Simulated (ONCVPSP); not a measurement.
# Sm: generating and testing an ONCV potential

Do these settings give a usable potential? It is generated, then checked for transferability, scattering, ghosts and hardness.

The numbers are computed with ONCVPSP 4.0.1.1 (patched build) (PBEsol, scalar-relativistic, spin-unpolarised reference atom).

## Step 1: The atom and the settings

The settings as typed:

- element: samarium (Sm, Z = 62)
- type: optimised norm-conserving Vanderbilt (ONCV)
- frozen core: [Kr] 4d10
- valence charge: 16
- reference configuration: 4f6 5s2 5p6 6s0.5 (charge +1.5)
- partial waves: 5s+6s: rc 2.30 bohr, ncon 3, nbas 7, qcut 4.8 1/bohr, 2 projectors; 5p: rc 2.80 bohr, ncon 4, nbas 7, qcut 5.9 1/bohr, 2 projectors, debl 1 Ha; d scattering state at 0.09 Ha: rc 2.65 bohr, ncon 4, nbas 8, qcut 3.6 1/bohr, 3 projectors, debl 1.3 Ha; 4f: rc 0.95 bohr, ncon 4, nbas 9, qcut 17.1 1/bohr, local
- local potential: the f channel
- core correction: Teter function fitted to the true core (icmod 2), fcfact 0.7

The nodes and maxima of the atom's own shells, from an earlier all-electron run, set the scale for the radii.

All-electron outer shells of the reference configuration (PBEsol, scalar-relativistic, ld1.x):

```json
{"shell": "5s", "level (eV)": "-52.96", "outermost node (bohr)": "0.69", "outermost maximum (bohr)": "1.27"}
{"shell": "5p", "level (eV)": "-32.87", "outermost node (bohr)": "0.74", "outermost maximum (bohr)": "1.43"}
{"shell": "4f", "level (eV)": "-12.06", "outermost node (bohr)": "–", "outermost maximum (bohr)": "0.61"}
{"shell": "6s", "level (eV)": "-10.97", "outermost node (bohr)": "1.68", "outermost maximum (bohr)": "3.31"}
{"shell": "5d", "level (eV)": "-10.29", "outermost node (bohr)": "0.84", "outermost maximum (bohr)": "2.06"}
{"shell": "6p", "level (eV)": "-7.47", "outermost node (bohr)": "2.00", "outermost maximum (bohr)": "4.15"}
```

## Step 2: The generation run

Sm.dat

```
# ATOM AND REFERENCE CONFIGURATION
# atsym  z   nc   nv     iexc    psfile
  Sm 62.00    9    4  -116133      upf
#
#   n    l    f
    1    0    2.00
    2    0    2.00
    2    1    6.00
    3    0    2.00
    3    1    6.00
    3    2   10.00
    4    0    2.00
    4    1    6.00
    4    2   10.00
    4    3    6.00
    5    0    2.00
    5    1    6.00
    6    0    0.50
#
# PSEUDOPOTENTIAL AND OPTIMIZATION
# lmax
    3
#
#   l,   rc,      ep,       ncon, nbas, qcut
    0    2.30    0.00    3    7    4.80
    1    2.80    0.00    4    7    5.90
    2    2.65    0.09    4    8    3.60
    3    0.95    0.00    4    9   17.10
#
# LOCAL POTENTIAL
# lloc, lpopt,  rc(5),   dvloc0
    3    5    0.95    0.00
#
# VANDERBILT-KLEINMAN-BYLANDER PROJECTORs
# l, nproj, debl
    0    2    3.80
    1    2    1.00
    2    3    1.30
    3    0    1.80
#
# MODEL CORE CHARGE
# icmod, fcfact, rcfact
    2    0.70    1.10
#
# LOG DERIVATIVE ANALYSIS
# epsh1, epsh2, depsh
   -3.00    5.00    0.02
#
# OUTPUT GRID
# rlmax, drl
    6.00    0.01
#
# TEST CONFIGURATIONS
# ncnf
    4
# nvcnf
#   n    l    f
    4
    4    3    6.00
    5    0    2.00
    5    1    6.00
    6    0    2.00
#
    4
    4    3    6.00
    5    0    2.00
    5    1    6.00
    6    0    1.00
#
    4
    4    3    6.00
    5    0    2.00
    5    1    6.00
    6    0    0.00
#
    4
    4    3    7.00
    5    0    2.00
    5    1    6.00
    6    0    0.00
#
```

Started as:

```console
$ oncvpsp.x < Sm.dat > Sm.out
```

What does the calculation give? Wanted: cutoffs for 1 and 0.1 mHa per electron, occupied waves; bound ghosts; GHOST(+) flags; largest test error; largest phase difference near zero energy, channels read; rms error of d²Exc/dn², without and with the model core; projector energies reset by the program.

As calculated:

```
                                                quantity                                                 value
  cutoffs for 1 and 0.1 mHa per electron, occupied waves                                     126 Ha and 139 Ha
                                            bound ghosts                      s at -662.07 eV, p at -372.13 eV
                                          GHOST(+) flags  s at 10 eV (1 near or above the test basis's cutoff)
                            largest test error (AE − PS)       -1.5 meV, for 4f6 5s2 5p6 6s0 (1 test unsolved)
largest phase difference near zero energy, channels read                                             0.644 rad
 rms error of d²Exc/dn², without and with the model core                                     8.31 and 2.01 mHa
                 projector energies reset by the program        p: -1.208, 0.050 Ha; d: 0.050, 1.350, 2.650 Ha
```

It has a bound ghost (s, p), a state that the atom doesn't have, and that rules the file out. By total energies transferability is very good where solved: the largest error is 1.5 meV on 6.1 eV, for 4f6 5s2 5p6 6s0. Atomic tests can pass in spite of a ghost, since they solve only for the levels asked. Of the tests 1 gave no usable energy difference, which is a warning in itself. The potential is very hard: the looser tolerance needs 126 Ha. At the looser tolerance the 4f wave is the slowest; 5s needs 8 Ha. Near zero energy the largest phase difference among the channels read is 0.64 rad, in the s channel. The pseudo curves have a pole with no partner nearby in the atom's: s at 0.34 Ha. At positive energy that is a spurious or a displaced resonance. The program also flags highly localised states, GHOST(+) (s).
